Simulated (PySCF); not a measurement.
# Cl6Ta ([TaCl6]2-): the cost of one run

Programs: PySCF 2.14.0, with routines of our own; each step states its level. All values are computed. Atoms count from 0.

## 1. The starting structure

7 atoms, charge -2, states of the metal's open shell are computed; geometry from: model geometry, bond lengths from ionic radii.

## 2. Ligand-field states: state-averaged CASSCF in water

The job: settings as JSON, then the geometry in Å.

```
{"job": {"kind": "lf", "basis": {"metal": "x2c-TZVPall", "ligand": "x2c-SVPall"}, "nevpt": true, "solvent": "water"}, "charge": -2, "metal": "Ta", "open_shell": "d1"}
Ta     0.000000     0.000000     0.000000
Cl     0.000000     0.000000     2.390000
Cl     0.000000     0.000000    -2.390000
Cl     2.390000     0.000000     0.000000
Cl    -2.390000     0.000000     0.000000
Cl     0.000000     2.390000     0.000000
Cl    -0.000000    -2.390000     0.000000
```

With the program's defaults for keys left out, this is: state-averaged CASSCF of the metal d shell, SC-NEVPT2 on the averaged canonical orbitals, state-interaction spin-orbit coupling.

The run is started by

```console
$ OMP_NUM_THREADS=1 python lf_run.py task.json out
```

This one command runs all jobs of the session in turn.

Q: Estimate the wall time and peak memory of this first job on 1 thread of Arm Neoverse N1, shared host.

About 49 s, with a peak of 0.6 GiB.
